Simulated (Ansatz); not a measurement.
# C₃H₁₀O₄Ti: basis-set convergence

An exercise on one series of results from a longer session: the logs are not shown, and one member is left open.

Program: Ansatz 0.2.0, Gaussian basis. Level of theory: one geometry, several basis sets. These are calculated values, not measurements.

Levels to be run: PBE0-D4/def2-SVP; ωB97M-V/def2-SVP; PBE0-D4/def2-QZVPP; ωB97M-V/def2-QZVPP; the functionals' def2-TZVPP values are taken from earlier runs.

**The geometry**

An earlier PBE0-D4 in a triple-zeta def2 set relaxation fixed the geometry.

SMILES `CC(C)[O][Ti]([OH])([OH])[OH]`, 18 atoms, charge 0, spin multiplicity 1.

Atoms are counted from 1 here; the program's logs count them from 0.

Bond lengths: C1–C2 1.516 Å, C1–H9 1.093 Å, C1–H10 1.092 Å, C1–H11 1.093 Å, C2–C3 1.516 Å, C2–O4 1.408 Å, C2–H12 1.098 Å, C3–H13 1.093 Å, C3–H14 1.093 Å, C3–H15 1.091 Å, O4–Ti5 1.776 Å, Ti5–O6 1.809 Å, Ti5–O7 1.806 Å, Ti5–O8 1.809 Å, O6–H16 0.958 Å, O7–H17 0.957 Å, O8–H18 0.958 Å. Angles: C2–C1–H9 110.1°, C2–C1–H10 110.6°, C2–C1–H11 110.7°, H9–C1–H10 108.6°, H9–C1–H11 108.5°, H10–C1–H11 108.3°, C1–C2–C3 112.4°, C1–C2–O4 110.1°, C1–C2–H12 109.1°, C3–C2–O4 109.7°, C3–C2–H12 108.9°, O4–C2–H12 106.4°, C2–C3–H13 110.0°, C2–C3–H14 110.7°, C2–C3–H15 110.5°, H13–C3–H14 108.4°, H13–C3–H15 108.7°, H14–C3–H15 108.6° and more.

As a file:

```
C    -0.8839   -1.5678   -0.9692
C    -0.1723   -1.3169    0.3463
C     1.3136   -1.6062    0.2630
O    -0.3747    0.0140    0.7598
Ti   -0.2086    1.7253    0.3129
O     0.6860    1.8578   -1.2538
O    -1.8339    2.4858    0.1118
O     0.7261    2.5677    1.6126
H    -0.4598   -0.9346   -1.7533
H    -1.9487   -1.3435   -0.8791
H    -0.7773   -2.6121   -1.2719
H    -0.6166   -1.9543    1.1224
H     1.7724   -0.9866   -0.5123
H     1.4886   -2.6555    0.0140
H     1.7994   -1.3896    1.2159
H     1.5897    2.1377   -1.4032
H    -2.7008    2.1556    0.3487
H     0.5631    3.4343    1.9872
```

Set-up of the first run:

File in.yaml:

```yaml
crystal:
  periodic: [false, false, false]
  atoms:
    - {symbol: C, position_ang: [-0.883921, -1.567799, -0.969153]}
    - {symbol: C, position_ang: [-0.172315, -1.316901, 0.346263]}
    - {symbol: C, position_ang: [1.313584, -1.606235, 0.262974]}
    - {symbol: O, position_ang: [-0.374741, 0.013982, 0.759785]}
    - {symbol: Ti, position_ang: [-0.208565, 1.725273, 0.312884]}
    - {symbol: O, position_ang: [0.686048, 1.857822, -1.253773]}
    - {symbol: O, position_ang: [-1.833867, 2.485805, 0.111797]}
    - {symbol: O, position_ang: [0.726080, 2.567696, 1.612555]}
    - {symbol: H, position_ang: [-0.459835, -0.934605, -1.753279]}
    - {symbol: H, position_ang: [-1.948665, -1.343457, -0.879147]}
    - {symbol: H, position_ang: [-0.777255, -2.612111, -1.271949]}
    - {symbol: H, position_ang: [-0.616634, -1.954276, 1.122364]}
    - {symbol: H, position_ang: [1.772374, -0.986558, -0.512323]}
    - {symbol: H, position_ang: [1.488591, -2.655531, 0.014018]}
    - {symbol: H, position_ang: [1.799421, -1.389564, 1.215911]}
    - {symbol: H, position_ang: [1.589728, 2.137709, -1.403220]}
    - {symbol: H, position_ang: [-2.700818, 2.155646, 0.348684]}
    - {symbol: H, position_ang: [0.563092, 3.434301, 1.987207]}
basis:
  gaussian: {orbitals: def2-SVP}
hamiltonian: {xc: pbe0, dispersion: d4}
output: {orbitals: {seedname: orbitals}}
```

Run with:

```
ansatz run in.yaml --threads 4 --pin off --events-out ev --progress --plain --max-ram 66560MiB --backend cpu
```

Steps of the session up to this table: PBE0-D4 in def2-SVP; ωB97M-V in def2-SVP; PBE0-D4 in def2-QZVPP; ωB97M-V in def2-QZVPP.

One table of the session follows, with a row left open; its other results are not shown here.

It belongs to the step «Density functionals: the series». 

```
functional       basis  HOMO (eV)
   PBE0-D4    def2-SVP      -7.91
   PBE0-D4  def2-TZVPP          ?
   PBE0-D4  def2-QZVPP      -8.13
   ωB97M-V    def2-SVP     -10.25
   ωB97M-V  def2-TZVPP     -10.47
   ωB97M-V  def2-QZVPP     -10.50
```

**Question.** Estimate the row for PBE0-D4, def2-TZVPP.

As computed: HOMO (eV): -8.11. In the column «HOMO (eV)» it lies between PBE0-D4, def2-QZVPP (-8.13) and PBE0-D4, def2-SVP (-7.91).
